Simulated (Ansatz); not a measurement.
**GaNH₆ (built from SMILES N.[GaH3]): search for a transition state**

Aim: find the saddle point of a four-centre ligand exchange that is to form Ga1–N6, H2–H5 and break Ga1–H2, H5–N6, prove it by its vibrations, and relax downhill on both sides to see what it joins.

The runs use Ansatz 0.2.0, Gaussian basis; PBE0-D4, def2-SVP first, then def2-TZVP.

128 further runs of the same task are left out: 128 set aside as unsound or not needed.

## (1) The system as given

The guess: 8 atoms, charge 0, spin multiplicity 1.

Atoms are counted from 1 here; the program's logs count them from 0.

Bond lengths: Ga1–H3 1.564 Å, Ga1–H4 1.566 Å, Ga1–N6 2.251 Å, N6–H7 1.018 Å, N6–H8 1.017 Å. Angles: H3–Ga1–H4 122.6°, H3–Ga1–N6 115.1°, H4–Ga1–N6 115.9°, Ga1–N6–H7 120.4°, Ga1–N6–H8 125.9°, H7–N6–H8 106.9°.

Coordinates:

```xyz
8

Ga   -0.9733    0.3477   -0.5207
H     0.6898   -0.4001   -1.3854
H    -1.1371    1.8782   -0.7987
H    -2.1776   -0.6519   -0.5629
H     0.9481   -0.3877   -0.4336
N     0.7058   -0.1933    0.8774
H     0.6680   -1.0549    1.4175
H     1.2762    0.4620    1.4063
```

Distances that are to change: Ga1–N6 2.25 Å, H2–H5 0.99 Å, Ga1–H2 2.02 Å, H5–N6 1.35 Å.

## (2) Constrained relaxation of the guess

The input, hold/in.yaml:

```yaml
crystal:
  periodic: [false, false, false]
  atoms:
    - {symbol: Ga, position_ang: [-0.973300, 0.347700, -0.520700]}
    - {symbol: H, position_ang: [0.689800, -0.400100, -1.385400]}
    - {symbol: H, position_ang: [-1.137100, 1.878200, -0.798700]}
    - {symbol: H, position_ang: [-2.177600, -0.651900, -0.562900]}
    - {symbol: H, position_ang: [0.948100, -0.387700, -0.433600]}
    - {symbol: N, position_ang: [0.705800, -0.193300, 0.877400]}
    - {symbol: H, position_ang: [0.668000, -1.054900, 1.417500]}
    - {symbol: H, position_ang: [1.276200, 0.462000, 1.406300]}
basis:
  gaussian: {orbitals: def2-SVP}
hamiltonian: {xc: pbe0, dispersion: d4}
relax: {f_tol: 0.08, max_steps: 120, escape_saddle: false, constraints: [{distance: [0, 5]}, {distance: [1, 4]}, {distance: [0, 1]}, {distance: [4, 5]}]}
```

Started as:

```
$ ansatz run in.yaml --threads 2 --pin off --events-out ev --progress --plain --max-ram 4352MiB
```

After this run come: Force constants to start from; Saddle search in the small basis; Saddle search in triple zeta; Checking the order of the point; Relaxing after a step of 0.30 Å one way along the mode; Relaxing after a step of 0.30 Å the other way along the mode.

What does the calculation give? Wanted: imaginary mode; barrier from the start side; barrier from the end side; energy of the step; pairs that change; zero-point energy at the saddle.

**Answer**, as computed:

| quantity | value |
| --- | --- |
| imaginary mode | 1327i cm⁻¹ |
| barrier from the start side | 153.0 kJ/mol |
| barrier from the end side | 85.8 kJ/mol |
| energy of the step | +67.2 kJ/mol |
| pairs that change | Ga1–N6 tightened, H2–H5 formed, Ga1–H2 broken, H5–N6 broken |
| zero-point energy at the saddle | 1.443 eV |

One imaginary mode, 1327i cm⁻¹, makes this a first-order saddle. It joins the planned start and end. At PBE0-D4/def2-TZVP the electronic barrier is 153.0 kJ/mol, about 62 kT at 298 K, and the step runs 67.2 kJ/mol uphill. The barrier is thin enough for tunnelling; the leading (Wigner) term alone is a factor of 2.7 at 298 K. These are plain relaxations, not an intrinsic reaction coordinate.
